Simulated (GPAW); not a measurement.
# Zn (C2/m) in GPAW: reference runs

Reference runs on Zn: the cell as given and a disturbed copy.

Program: GPAW 26.7.0. These are calculated values, not measurements. Logs are shortened: lines on timing, memory, paths and dates and some standing lists are left out, and cuts for length are marked. The log counts tension as positive stress, the text compression.

**1. The crystal as given**

The structure is monoclinic, space group C2/m (No. 12). The conventional cell has a = 4.536 Å, b = 2.617 Å, c = 7.472 Å, α = 90.00°, β = 102.30°, γ = 90.00°. Zn (site symmetry m) has 12 Zn at 2.62 to 2.89 Å as nearest neighbours. Zn (site symmetry 2/m) has 12 Zn at 2.62 to 2.89 Å as nearest neighbours.

This isn't the form of Zn at room conditions, which is hcp.

**2. Single point, PBEsol**

File run.py:

```python
from ase import Atoms
from ase.dft.bandgap import bandgap
from ase.io import write
from ase.units import Bohr, GPa
from gpaw import GPAW, PW, setup_paths
from gpaw.elf import elf_from_dft_calculation

setup_paths.insert(0, '.')

atoms = Atoms(['Zn', 'Zn', 'Zn'],
              cell=[[2.2681701736, -1.30848701, 0.0],
                    [2.2681701736, 1.30848701, 0.0],
                    [-1.5917165425, 0.0, 7.3004081919]],
              scaled_positions=[[0.77801786, 0.77801786, 0.33450498],
                                [0.22198214, 0.22198214, 0.66549502],
                                [0.0, 0.0, 0.0]],
              pbc=True)

calc = GPAW(mode=PW(600),
            xc='PBEsol',
            kpts={'size': (12, 12, 4), 'gamma': True},
            occupations={'name': 'fermi-dirac', 'width': 0.05},
            nbands=30,
            convergence={'density': 1e-05, 'energy': 1e-05},
            maxiter=150,
            txt='gpaw.txt')
atoms.calc = calc
energy = atoms.get_potential_energy()
forces = atoms.get_forces()
stress = atoms.get_stress()
calc.write('gs.gpw')
write('result.traj', atoms)
print(f'Energy: {energy:.6f} eV')
print('Forces (eV/A):')
print(forces.round(4))
print('Stress (GPa):', (stress / GPa).round(3))
print('Fermi level:', round(calc.get_fermi_level(), 4), 'eV')
print(f'Gap: {bandgap(calc)[0]:.4f} eV, direct: {bandgap(calc, direct=True)[0]:.4f} eV')

# fields on the real-space grid
write('density.cube', atoms, data=calc.get_pseudo_density() * Bohr**3)
write('potential.cube', atoms, data=calc.get_electrostatic_potential())
write('elf.cube', atoms, data=elf_from_dft_calculation(calc).data)
```

Potentials or basis: PAW data sets generated in the run's folder for this functional, pw.

On the command line:

```
gpaw-setup -f PBEsol Zn
OMP_NUM_THREADS=1 python run.py
```

gpaw.txt:

```text
__  _  _
 | _ |_)|_||  |
 |__||  | ||/\| - 26.7.0

Input parameters:
  mode=PW(ecut=600.0),
  convergence={'density': 1e-05, 'energy': 1e-05},
  kpts=MonkhorstPack(size=(12, 12, 4), gamma=True),
  maxiter=150,
  nbands=30,
  occupations=Occupations(name='fermi-dirac', width=0.05),
  xc=XC(name='PBEsol')

Diagonalizing LCAO Hamiltonian
Converting LCAO to pw mode

       Zn

              Zn

       Zn

Atoms  # Å, Bohr magnetons
|   | symbol |         x |         y |        z |    initial magnetic moments |
|---|--------|-----------|-----------|----------|-----------------------------|
| 0 |     Zn |  2.996917 |  0.000000 | 2.442023 | ( 0.0000,  0.0000,  0.0000) |
| 1 |     Zn | -0.052293 | -0.000000 | 4.858385 | ( 0.0000,  0.0000,  0.0000) |
| 2 |     Zn |  0.000000 |  0.000000 | 0.000000 | ( 0.0000,  0.0000,  0.0000) |

Unit cell  # Å
| periodic |         x |         y |        z |  lengths |     angles |
|----------|-----------|-----------|----------|----------|------------|
|      yes |  2.268170 | -1.308487 | 0.000000 | 2.618537 | 100.633330 |
|      yes |  2.268170 |  1.308487 | 0.000000 | 2.618537 | 100.633330 |
|      yes | -1.591717 |  0.000000 | 7.300408 | 7.471916 |  59.960523 |

Number of symmetries: 4
Symmetry operations  # r_c * U_cc + t_c -> r_c
|   | kind |            matrix            |
|---|------|------------------------------|
| 0 |  E   |  1, 0, 0,  0, 1, 0,  0, 0, 1 |
| 1 |  σ   |  0, 1, 0,  1, 0, 0,  0, 0, 1 |
| 2 |  C2  |  0,-1, 0, -1, 0, 0,  0, 0,-1 |
| 3 |  i   | -1, 0, 0,  0,-1, 0,  0, 0,-1 |

BZ-sampling:
  Number of BZ points: 576
  Number of IBZ points: 164

  Monkhorst-Pack size: [12, 12, 4]
  Monkhorst-Pack shift: [0.041666666666666664, 0.041666666666666664, 0.125]

K-points  # in reciprocal-cell coordinates
|     |                                coordinates |     weight |
|-----|--------------------------------------------|------------|
|   0 | ( -0.00000000,  -0.00000000,   0.00000000) | 0.00173611 |
|   1 | ( -0.00000000,  -0.00000000,   0.25000000) | 0.00347222 |
|   2 | ( -0.00000000,  -0.00000000,   0.50000000) | 0.00173611 |
|   3 | (  0.08333333,  -0.08333333,   0.00000000) | 0.00347222 |
|   4 | (  0.08333333,  -0.08333333,   0.25000000) | 0.00694444 |
|   5 | (  0.08333333,  -0.08333333,   0.50000000) | 0.00347222 |
|   6 | (  0.08333333,  -0.00000000,  -0.25000000) | 0.00694444 |
|   7 | (  0.08333333,  -0.00000000,   0.00000000) | 0.00694444 |
|   8 | (  0.08333333,  -0.00000000,   0.25000000) | 0.00694444 |
|   9 | (  0.08333333,  -0.00000000,   0.50000000) | 0.00694444 |
| ... |                                            |            |
| 163 | (  0.50000000,   0.50000000,   0.50000000) | 0.00173611 |

Plane wave coefficients: 1462
Cutoff: 600.0 eV

Spin-components: 1 (collinear spins)
Bands:           30
Projectors:      18
Spin-degeneracy: 2
Datatype:        complex128

Parallelization:
  kpt:    1
  domain: 1
  band:   1

Density:
  Valence electrons: 36.0
  Components: 1
  Grid points: [15 15 45]
  Charge: 0.0  # |e|

Potential:
  Grid points: [15 15 45]

species:
  Zn:
    name:    Zinc
    Z:       30.0
    valence: 12
    core:    18
    charge:  0.0  # [|e|]
    compensation charges:
      type: gauss
      rc: 0.37  # [Å]
      lmax: 2
    cutoffs:
      filter: 2.14  # [Å]
      core: 2.28  # [Å]
    projectors
    | kind |    occ | energy [eV] | rcut [Å] |
    |------|--------|-------------|----------|
    |   4s |  2.000 |      -5.996 |    1.286 |
    |   4p |  0.000 |      -1.076 |    1.270 |
    |   3d | 10.000 |     -10.170 |    1.180 |
    |    s |        |      21.215 |    1.286 |
    |    p |        |      26.135 |    1.270 |
    |    d |        |      17.041 |    1.180 |

    Using partial waves for Zn as LCAO basis

Reference energy: -146468.236830  # eV

eigensolver:
  PPCG
  Converge bands: occupied
  niter=2

density mixing:
  MSR1-Mixer
  Pratt-step length: 0.05
  Maximum mixing coefficient: 0.75
  Old densities: 10
  SVD Regularization: 0.005
  Good broyden scale: 1.0
  Trust region scale: 1.0
  Backstep threshold: 4.0
  History deletion threshold: 6.0
  Fourier metric: weight=20.0, sigma=0.015

occupation numbers:
  Fermi-Dirac:
    width: 0.0500  # eV

poisson solver:
  ecut: 4800.0  # eV

xc functional:
  name: PBEsol with 2 nearest neighbor stencil

convergence criteria:
- Maximum integral of absolute [dens]ity change: 1e-05 electrons / valence electron
- Maximum [total energy] change in last 3 cyles: 1e-05 eV / valence electron
- Maximum integral of absolute [eigenst]ate change: 4e-08 eV^2 / valence electron
maximum number of iterations: 150

SCF iterations
|iter     | |      energy | eigst |  dens |
|---------|-|-------------|-------|-------|
|iter:   1| |   -5.276128 | +0.29 |       |
|iter:   2| |   -5.180184 | -2.55 | -1.37 |
|iter:   3| |   -4.951684 | -1.66 | -1.42 |
|iter:   4| |   -4.957677 | -3.24 | -1.90 |
|iter:   5| |   -4.959919 | -3.21 | -2.24 |
|iter:   6| |   -4.959854 | -4.86 | -3.34 |
|iter:   7| |   -4.959899c| -5.66 | -3.65 |
|iter:   8| |   -4.959906c| -6.14 | -3.89 |
|iter:   9| |   -4.959906c| -7.59c| -4.54 |
|iter:  10| |   -4.959906c| -8.42c| -4.91 |
|iter:  11| |   -4.959906c| -8.89c| -5.33c|

Converged in 11 steps
Energy contributions relative to reference atoms: (reference = -146468.236830)

Energy contributions:
  Kinetic:          -7.877287
  Coulomb:          12.829056
  Zero:             -0.104475
  External:          0.000000
  Xc:               -9.803426
  Entropy:          -0.007549
  Spinorbit:         0.000000
  ----------------------------
  Free energy:      -4.963680
  Extrapolated:     -4.959906

dipole moment: (-5.679107, -0.000000, -14.079829)  # |e|*Ang

Fermi level: 7.121
Eigenvalues  # (at kpt = [-0.000, -0.000, 0.000])
| band index |      eig [eV] | occ [0-2] |
|------------|---------------|-----------|
|          0 |        -3.773 |     2.000 |
|        ... |               |           |
|         10 |        -0.287 |     2.000 |
|         11 |        -0.281 |     2.000 |
|         12 |        -0.118 |     2.000 |
|         13 |        -0.115 |     2.000 |
|         14 |        -0.112 |     2.000 |
|         15 |        -0.103 |     2.000 |
|         16 |         0.055 |     2.000 |
|         17 |         0.086 |     2.000 |
|         18 |         8.697 |     0.000 |
|         19 |         8.755 |     0.000 |
|         20 |        21.018 |     0.000 |
|         21 |        24.628 |     0.000 |
|         22 |        25.558 |     0.000 |
|         23 |        25.648 |     0.000 |
|         24 |        25.819 |     0.000 |
|         25 |        25.887 |     0.000 |
|        ... |               |           |
|         29 |        27.030 |     0.000 |

No gap
No difference between direct/indirect transitions

Forces  # eV/Ang
|        x |       y |        z |
|----------|---------|----------|
| -0.00463 | 0.00000 | -0.00973 |  # Zn   0
|  0.00463 | 0.00000 |  0.00973 |  # Zn   1
|  0.00000 | 0.00000 |  0.00000 |  # Zn   2

Stress tensor  # eV/Ang^3
|        x |        y |         z |
|----------|----------|-----------|
| 0.018009 | 0.000000 |  0.002457 |
| 0.000000 | 0.021645 |  0.000000 |
| 0.002457 | 0.000000 | -0.013049 |

# Writing to gs.gpw (mode='')
```

It took 4.1 min on 1 thread of Intel Xeon at 2.50GHz (Skylake/Cascade Lake), shared host; peak memory 0.3 GiB.

Results:

| Item | Value |
| --- | --- |
| Free energy | -4.9637 eV |
| Pressure | -1.4 GPa |
| Largest force | 0.011 eV/Å |
| Band gap on the k mesh | none (metal or under the smearing width) |

Forces in eV/Å, atoms in the order of the input:
```
Zn  -0.005  0.000 -0.010
Zn   0.005  0.000  0.010
Zn   0.000  0.000  0.000
```

Stress tensor (GPa, compression positive):
```
-2.89  0.00 -0.39
 0.00 -3.47  0.00
-0.39  0.00  2.09
```

Levels at points of the mesh, in eV from the Fermi level:
```tsv
k point	band 14	band 15	band 16	band 17	band 18	band 19	band 20	band 21	band 22	band 23
(0.00, 0.00, 0.00)	-7.24	-7.23	-7.22	-7.07	-7.03	1.58	1.63	13.90	17.51	18.44
(0.00, 0.00, 0.50)	-7.34	-7.33	-7.18	-7.18	-3.99	-3.07	7.90	7.98	18.04	18.06
(0.50, 0.00, 0.00)	-6.98	-6.98	-3.03	-2.30	-1.79	0.51	1.10	1.99	6.55	7.71
(0.50, 0.00, 0.50)	-6.99	-6.97	-2.73	-2.50	-2.02	-0.20	1.88	3.39	4.67	6.62
(0.50, 0.50, 0.00)	-6.99	-6.98	-2.70	-2.54	-2.01	-0.33	2.06	3.58	4.42	6.38
(0.50, 0.50, 0.50)	-6.98	-6.98	-3.06	-2.34	-1.69	0.64	0.92	1.79	6.82	7.97
```

**3. Single point, PBEsol (atoms moved at random, drawn with an rms of 0.05 Å)**

Changes to run.py since step 2:

```diff
@@ -3,5 +3,4 @@
 from ase.io import write
-from ase.units import Bohr, GPa
+from ase.units import GPa
 from gpaw import GPAW, PW, setup_paths
-from gpaw.elf import elf_from_dft_calculation
 
@@ -13,5 +12,5 @@
                     [-1.5917165425, 0.0, 7.3004081919]],
-              scaled_positions=[[0.77801786, 0.77801786, 0.33450498],
-                                [0.22198214, 0.22198214, 0.66549502],
-                                [0.0, 0.0, 0.0]],
+              scaled_positions=[[0.795772, 0.762342, 0.338022],
+                                [0.227723, 0.223254, 0.670849],
+                                [-0.001009, 0.008454, -0.000555]],
               pbc=True)
@@ -38,6 +37 @@
 print(f'Gap: {bandgap(calc)[0]:.4f} eV, direct: {bandgap(calc, direct=True)[0]:.4f} eV')
-
-# fields on the real-space grid
-write('density.cube', atoms, data=calc.get_pseudo_density() * Bohr**3)
-write('potential.cube', atoms, data=calc.get_electrostatic_potential())
-write('elf.cube', atoms, data=elf_from_dft_calculation(calc).data)
```

Potentials or basis: PAW data sets generated in the run's folder for this functional, pw.

On the command line:

```
gpaw-setup -f PBEsol Zn
OMP_NUM_THREADS=1 python run.py
```

gpaw.txt:

```text
__  _  _
 | _ |_)|_||  |
 |__||  | ||/\| - 26.7.0

Input parameters:
  mode=PW(ecut=600.0),
  convergence={'density': 1e-05, 'energy': 1e-05},
  kpts=MonkhorstPack(size=(12, 12, 4), gamma=True),
  maxiter=150,
  nbands=30,
  occupations=Occupations(name='fermi-dirac', width=0.05),
  xc=XC(name='PBEsol')

Diagonalizing LCAO Hamiltonian
Converting LCAO to pw mode

       Zn

              Zn

       Zn

Atoms  # Å, Bohr magnetons
|   | symbol |         x |         y |         z |    initial magnetic moments |
|---|--------|-----------|-----------|-----------|-----------------------------|
| 0 |     Zn |  2.996032 | -0.043743 |  2.467699 | ( 0.0000,  0.0000,  0.0000) |
| 1 |     Zn | -0.044909 | -0.005848 |  4.897472 | ( 0.0000,  0.0000,  0.0000) |
| 2 |     Zn |  0.017770 |  0.012382 | -0.004052 | ( 0.0000,  0.0000,  0.0000) |

Unit cell  # Å
| periodic |         x |         y |        z |  lengths |     angles |
|----------|-----------|-----------|----------|----------|------------|
|      yes |  2.268170 | -1.308487 | 0.000000 | 2.618537 | 100.633330 |
|      yes |  2.268170 |  1.308487 | 0.000000 | 2.618537 | 100.633330 |
|      yes | -1.591717 |  0.000000 | 7.300408 | 7.471916 |  59.960523 |

Number of symmetries: 1
Symmetry operations  # r_c * U_cc + t_c -> r_c
|   | kind |            matrix            |
|---|------|------------------------------|
| 0 |  E   |  1, 0, 0,  0, 1, 0,  0, 0, 1 |

BZ-sampling:
  Number of BZ points: 576
  Number of IBZ points: 292

  Monkhorst-Pack size: [12, 12, 4]
  Monkhorst-Pack shift: [0.041666666666666664, 0.041666666666666664, 0.125]

K-points  # in reciprocal-cell coordinates
|     |                                coordinates |     weight |
|-----|--------------------------------------------|------------|
|   0 | ( -0.00000000,  -0.00000000,   0.00000000) | 0.00173611 |
|   1 | ( -0.00000000,  -0.00000000,   0.25000000) | 0.00347222 |
|   2 | ( -0.00000000,  -0.00000000,   0.50000000) | 0.00173611 |
|   3 | ( -0.00000000,   0.08333333,  -0.25000000) | 0.00347222 |
|   4 | ( -0.00000000,   0.08333333,   0.00000000) | 0.00347222 |
|   5 | ( -0.00000000,   0.08333333,   0.25000000) | 0.00347222 |
|   6 | ( -0.00000000,   0.08333333,   0.50000000) | 0.00347222 |
|   7 | ( -0.00000000,   0.16666667,  -0.25000000) | 0.00347222 |
|   8 | ( -0.00000000,   0.16666667,   0.00000000) | 0.00347222 |
|   9 | ( -0.00000000,   0.16666667,   0.25000000) | 0.00347222 |
| ... |                                            |            |
| 291 | (  0.50000000,   0.50000000,   0.50000000) | 0.00173611 |

Plane wave coefficients: 1462
Cutoff: 600.0 eV

Spin-components: 1 (collinear spins)
Bands:           30
Projectors:      18
Spin-degeneracy: 2
Datatype:        complex128

Parallelization:
  kpt:    1
  domain: 1
  band:   1

Density:
  Valence electrons: 36.0
  Components: 1
  Grid points: [15 15 45]
  Charge: 0.0  # |e|

Potential:
  Grid points: [15 15 45]

species:
  Zn:
    name:    Zinc
    Z:       30.0
    valence: 12
    core:    18
    charge:  0.0  # [|e|]
    compensation charges:
      type: gauss
      rc: 0.37  # [Å]
      lmax: 2
    cutoffs:
      filter: 2.14  # [Å]
      core: 2.28  # [Å]
    projectors
    | kind |    occ | energy [eV] | rcut [Å] |
    |------|--------|-------------|----------|
    |   4s |  2.000 |      -5.996 |    1.286 |
    |   4p |  0.000 |      -1.076 |    1.270 |
    |   3d | 10.000 |     -10.170 |    1.180 |
    |    s |        |      21.215 |    1.286 |
    |    p |        |      26.135 |    1.270 |
    |    d |        |      17.041 |    1.180 |

    Using partial waves for Zn as LCAO basis

Reference energy: -146468.236830  # eV

eigensolver:
  PPCG
  Converge bands: occupied
  niter=2

density mixing:
  MSR1-Mixer
  Pratt-step length: 0.05
  Maximum mixing coefficient: 0.75
  Old densities: 10
  SVD Regularization: 0.005
  Good broyden scale: 1.0
  Trust region scale: 1.0
  Backstep threshold: 4.0
  History deletion threshold: 6.0
  Fourier metric: weight=20.0, sigma=0.015

occupation numbers:
  Fermi-Dirac:
    width: 0.0500  # eV

poisson solver:
  ecut: 4800.0  # eV

xc functional:
  name: PBEsol with 2 nearest neighbor stencil

convergence criteria:
- Maximum integral of absolute [dens]ity change: 1e-05 electrons / valence electron
- Maximum [total energy] change in last 3 cyles: 1e-05 eV / valence electron
- Maximum integral of absolute [eigenst]ate change: 4e-08 eV^2 / valence electron
maximum number of iterations: 150

SCF iterations
|iter     | |      energy | eigst |  dens |
|---------|-|-------------|-------|-------|
|iter:   1| |   -5.273650 | +0.29 |       |
|iter:   2| |   -5.177642 | -2.55 | -1.37 |
|iter:   3| |   -4.949058 | -1.66 | -1.42 |
|iter:   4| |   -4.955057 | -3.24 | -1.90 |
|iter:   5| |   -4.957584 | -3.17 | -2.24 |
|iter:   6| |   -4.957173 | -4.60 | -3.10 |
|iter:   7| |   -4.957237 | -5.67 | -3.67 |
|iter:   8| |   -4.957248c| -6.09 | -3.87 |
|iter:   9| |   -4.957248c| -7.30 | -4.37 |
|iter:  10| |   -4.957248c| -7.92c| -4.69 |
|iter:  11| |   -4.957248c| -8.33c| -5.06c|

Converged in 11 steps
Energy contributions relative to reference atoms: (reference = -146468.236830)

Energy contributions:
  Kinetic:          -7.847652
  Coulomb:          12.805385
  Zero:             -0.104089
  External:          0.000000
  Xc:               -9.807101
  Entropy:          -0.007581
  Spinorbit:         0.000000
  ----------------------------
  Free energy:      -4.961039
  Extrapolated:     -4.957248

dipole moment: (-2.888760, -5.199601, 14.024681)  # |e|*Ang

Fermi level: 7.120
Eigenvalues  # (at kpt = [-0.000, -0.000, 0.000])
| band index |      eig [eV] | occ [0-2] |
|------------|---------------|-----------|
|          0 |        -3.776 |     2.000 |
|        ... |               |           |
|         10 |        -0.294 |     2.000 |
|         11 |        -0.281 |     2.000 |
|         12 |        -0.123 |     2.000 |
|         13 |        -0.116 |     2.000 |
|         14 |        -0.111 |     2.000 |
|         15 |        -0.096 |     2.000 |
[... 8 lines left out ...]
|         24 |        25.798 |     0.000 |
|         25 |        25.910 |     0.000 |
|        ... |               |           |
|         29 |        27.083 |     0.000 |

No gap
No difference between direct/indirect transitions

Forces  # eV/Ang
|        x |        y |        z |
|----------|----------|----------|
|  0.00412 |  0.03017 | -0.02479 |  # Zn   0
|  0.00374 | -0.00365 | -0.06945 |  # Zn   1
| -0.00786 | -0.02652 |  0.09427 |  # Zn   2

Stress tensor  # eV/Ang^3
|        x |        y |         z |
|----------|----------|-----------|
| 0.017733 | 0.000158 |  0.002607 |
| 0.000158 | 0.021500 |  0.000285 |
| 0.002607 | 0.000285 | -0.013293 |

# Writing to gs.gpw (mode='')
```

Wall time 7.5 min (1 thread of Intel Xeon at 2.50GHz (Skylake/Cascade Lake), shared host); peak memory 0.42 GiB.

What came out:

- Free energy: -4.9610 eV
- Pressure: -1.4 GPa
- Largest force: 0.098 eV/Å
- Band gap on the k mesh: none (metal or under the smearing width)

Forces on the atoms (eV/Å):
```
Zn   0.004  0.030 -0.025
Zn   0.004 -0.004 -0.069
Zn  -0.008 -0.027  0.094
```
